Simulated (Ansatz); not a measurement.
# ZrC: how the settings move a single-point run

How sensitive is a single-point run of ZrC to its settings? A reference run comes first, then one run with altered input.

Computed with Ansatz 0.2.0 (reference: DFT, PBEsol, all-electron LAPW, scalar-relativistic, unless a step's input says otherwise).

### Step 1. The system as given

Symmetry: Fm-3m, No. 225, cubic system. The conventional cell has a = 3.741 Å, b = 3.741 Å, c = 3.741 Å, α = 90.00°, β = 90.00°, γ = 90.00°. Zr (site symmetry m-3m) is surrounded by 6 C at 1.87 Å. Around C (site symmetry m-3m) lie 6 Zr at 1.87 Å.

Structure file:

```
Zr C
1.0
     0.00000    1.87030    1.87030
     1.87030    0.00000    1.87030
     1.87030    1.87030    0.00000
Zr C
1 1
Direct
  0.00000 0.00000 0.00000
  0.50000 0.50000 0.50000
```

### Step 2. Baseline

The input, input.yaml:

```yaml
crystal:
  lattice:
    - [0.0, 1.8703022632, 1.8703022632]
    - [1.8703022632, 0.0, 1.8703022632]
    - [1.8703022632, 1.8703022632, 0.0]
  atoms:
    - { symbol: Zr, position: [0.0, 0.0, 0.0] }
    - { symbol: C, position: [0.5, 0.5, 0.5] }
kpoints:
  mp_grid: { grid: [13, 13, 13] }
  band_path:
    path:
      - [0.0, 0.0, 0.0]
      - [0.5, 0.0, 0.5]
      - [0.625, 0.25, 0.625]
      - [0.375, 0.375, 0.75]
      - [0.0, 0.0, 0.0]
      - [0.5, 0.5, 0.5]
      - [0.5, 0.25, 0.75]
      - [0.5, 0.0, 0.5]
    npoints: 6
scf:
  occupations: { method: fermi_dirac, width: 0.05 }
hamiltonian:
  xc: pbesol
  pseudopotentials: { kind: all_electron, lapw: { basis_error: 0.001 } }
output:
  forces: true
  stress: true
  eigenvalues: true
  populations: true
```

Command:

```
$ ansatz run input.yaml --threads 1 --pin off --max-ram 2048MiB --backend cpu --events-out ev --progress --plain --runs-dir out
```

### Step 3. Changed: symmetry.detect false, occupations.method methfessel_paxton, occupations.width 0.005, lower_state_search full

Edit input.yaml of step 2 so:

```diff
@@ -8,2 +8,3 @@
     - { symbol: C, position: [0.5, 0.5, 0.5] }
+  symmetry: { detect: false }
 kpoints:
@@ -22,3 +23,4 @@
 scf:
-  occupations: { method: fermi_dirac, width: 0.05 }
+  occupations: { method: methfessel_paxton, width: 0.005 }
+  lower_state_search: full
 hamiltonian:
```

Q: Predict the outcome of this session. Wanted: for each run, ending; energy change; pressure; gap; force.

As calculated:

```csv
run,ending,energy change,pressure (GPa),gap (eV),force (eV/Å),cycles,time
reference,converged,0,542.1,0.00,0.00,8,4.8 s
"1: symmetry.detect false, occupations.method methfessel_paxton, occupations.width 0.005, lower_state_search full",converged,0.0 meV/atom (σ→0),543.1,0.00,0.00,6,62 s
```

Residual by cycle in the longest SCF loop of each run; runs are numbered as in the table. The quantity is the density residual dr2, in eV.

```csv
cycle,reference,run 1
1,4.82,4.85
2,0.475,0.291
3,0.00569,0.00282
4,3.7e-4,7.4e-4
5,1.4e-5,1.3e-6
6,1.1e-6,8.1e-8
7,2.2e-7,-
8,4.5e-10,-
```

Changing the use of symmetry, smearing and search for lower states moves the energy by 0.0 meV/atom (σ→0 values), and the pressure goes from 542.1 to 543.1 GPa. Cost: 6 SCF cycles against 8, 62 s against 4.8 s. The structure is not at rest: the sound run finds 542 GPa, so these are no properties of the relaxed crystal. 
